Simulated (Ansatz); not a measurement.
# H6C3O2: the cost of one run

Method: DFT PBE+D3(BJ), plane waves, PAW, scalar-relativistic, no spin polarisation, in Ansatz 0.2.0.

**1. The system as given**

The cell holds 33 atoms (C9H18O6): a = 7.797 Å, b = 7.797 Å, c = 7.797 Å, α = 90.00°, β = 90.00°, γ = 90.00°.

Its coordinates follow in the input file.

**2. Preparing the start**

File input.yaml:

```yaml
accuracy: low
crystal:
  lattice:
    - [7.796975, 0.0, 0.0]
    - [0.0, 7.796975, 0.0]
    - [0.0, 0.0, 7.796975]
  atoms:
    - { symbol: C, position: [0.7243559, 0.4758267, 0.5416043] }
    - { symbol: O, position: [0.7551791, 0.4750872, 0.6895953] }
    - { symbol: O, position: [0.6935327, 0.4765662, 0.3936133] }
    - { symbol: C, position: [0.2299258, 0.3353969, 0.5489199] }
    - { symbol: O, position: [0.2353644, 0.3464998, 0.6995821] }
    - { symbol: O, position: [0.2244872, 0.324294, 0.3982577] }
    - { symbol: C, position: [0.9184068, 0.52672, 0.1244022] }
    - { symbol: O, position: [0.7718287, 0.5001741, 0.0986704] }
    - { symbol: O, position: [1.064985, 0.5532658, 0.150134] }
    - { symbol: C, position: [0.4946003, 0.0088372, -0.0489716] }
    - { symbol: C, position: [0.3748756, 0.0805089, 0.087977] }
    - { symbol: H, position: [0.603384, -0.0580475, 0.0088054] }
    - { symbol: H, position: [0.4278291, -0.0822082, -0.1320258] }
    - { symbol: H, position: [0.5456599, 0.111051, -0.1301561] }
    - { symbol: H, position: [0.2660919, 0.1473937, 0.0302] }
    - { symbol: H, position: [0.3238159, -0.0217048, 0.1691615] }
    - { symbol: H, position: [0.4416467, 0.1715543, 0.1710312] }
    - { symbol: C, position: [0.9197972, 0.8673342, 1.0194155] }
    - { symbol: C, position: [0.9135343, 1.0113045, 0.8872828] }
    - { symbol: H, position: [1.0187412, 0.8912638, 1.1157644] }
    - { symbol: H, position: [0.797311, 0.8546462, 1.0863619] }
    - { symbol: H, position: [0.9482081, 0.7441722, 0.9588383] }
    - { symbol: H, position: [0.8145903, 0.9873749, 0.7909339] }
    - { symbol: H, position: [0.8851234, 1.1344666, 0.94786] }
    - { symbol: H, position: [1.0360205, 1.0239925, 0.8203364] }
    - { symbol: C, position: [0.1333469, 0.7423715, 0.5501848] }
    - { symbol: C, position: [0.2607972, 0.8842868, 0.5072639] }
    - { symbol: H, position: [0.0272099, 0.7402131, 0.4586647] }
    - { symbol: H, position: [0.1948173, 0.6164441, 0.5471275] }
    - { symbol: H, position: [0.0789355, 0.7601343, 0.6781283] }
    - { symbol: H, position: [0.3669342, 0.8864451, 0.598784] }
    - { symbol: H, position: [0.3152086, 0.8665239, 0.3793204] }
    - { symbol: H, position: [0.1993268, 1.0102142, 0.5103212] }
basis:
  ecutwfc: 420.0
kpoints:
  mp_grid: { grid: [1, 1, 1] }
hamiltonian:
  xc: pbe
  dispersion: d3bj
scf:
  occupations: { method: fermi_dirac, width: 0.05 }
  lower_state_search: "off"
relax:
  f_tol: 0.3
  max_steps: 15
  adjacent_minimum: "off"
output:
  write_density: true
  write_potential: true
  elf: true
  volumetric_format: npy
```

Command:

```bash
$ ansatz run input.yaml --threads 1 --pin off --max-ram 3072MiB --backend cpu --events-out ev --progress --plain --runs-dir out
```

What time and memory should one allow on 1 thread of Arm Neoverse V2, shared host?

About 39 s, with a peak of 0.45 GiB.
